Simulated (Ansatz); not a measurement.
# C2H7BClNSi: the cost of one run

The runs use Ansatz 0.2.0, Gaussian basis; the settings change from run to run.

**1. The relaxed structure**

An earlier PBE0-D4 in a triple-zeta def2 set relaxation fixed the geometry.

SMILES `BN(C=C)[SiH2]Cl`, 13 atoms, charge 0, spin multiplicity 1.

Atoms are counted from 1 here; the program's logs count them from 0.

Bond lengths: B1–N2 1.411 Å, B1–H7 1.196 Å, B1–H8 1.194 Å, N2–C3 1.409 Å, N2–Si5 1.751 Å, C3–C4 1.327 Å, C3–H9 1.085 Å, C4–H10 1.081 Å, C4–H11 1.084 Å, Si5–Cl6 2.052 Å, Si5–H12 1.472 Å, Si5–H13 1.478 Å. Angles: N2–B1–H7 118.8°, N2–B1–H8 119.2°, H7–B1–H8 121.9°, B1–N2–C3 120.1°, B1–N2–Si5 119.4°, C3–N2–Si5 120.5°, N2–C3–C4 126.4°, N2–C3–H9 113.1°, C4–C3–H9 120.6°, C3–C4–H10 119.5°, C3–C4–H11 123.4°, H10–C4–H11 117.1°, N2–Si5–Cl6 111.1°, N2–Si5–H12 107.9°, N2–Si5–H13 109.5°, Cl6–Si5–H12 108.2°, Cl6–Si5–H13 107.2°, H12–Si5–H13 112.9°.

**2. wB97/aug-pcseg-2**

Options: density fitting with def2-universal-jkfit, relativity set to none, the search for lower states set to off.

Contents of in.yaml:

```yaml
crystal:
  periodic: [false, false, false]
  atoms:
    - {symbol: B, position_ang: [-1.302392, 0.816668, -1.192519]}
    - {symbol: N, position_ang: [-0.386359, 0.222328, -0.299564]}
    - {symbol: C, position_ang: [-0.157277, -1.166754, -0.344477]}
    - {symbol: C, position_ang: [0.752123, -1.837647, 0.351590]}
    - {symbol: Si, position_ang: [0.431268, 1.220407, 0.883690]}
    - {symbol: Cl, position_ang: [2.426745, 1.406558, 0.441857]}
    - {symbol: H, position_ang: [-1.885136, 0.119401, -1.970375]}
    - {symbol: H, position_ang: [-1.477323, 1.996908, -1.148556]}
    - {symbol: H, position_ang: [-0.816017, -1.684229, -1.034735]}
    - {symbol: H, position_ang: [0.825596, -2.910375, 0.236686]}
    - {symbol: H, position_ang: [1.449971, -1.365666, 1.033122]}
    - {symbol: H, position_ang: [-0.176479, 2.560950, 0.842209]}
    - {symbol: H, position_ang: [0.335579, 0.586951, 2.215771]}
basis:
  gaussian: {orbitals: aug-pcseg-2, fitting: {mean_field: def2-universal-jkfit}}
hamiltonian: {xc: {name: wB97}, pseudopotentials: {relativity: none}}
scf: {lower_state_search: off}
output: {forces: true}
```

Run with:

```
> ansatz run in.yaml --threads 4 --pin off --events-out ev --progress --plain --max-ram 11315MiB
```

What time and memory should one allow on 4 threads of Intel Xeon Platinum 8488C, shared host?

About 8 s, with a peak of 1.6 GiB.
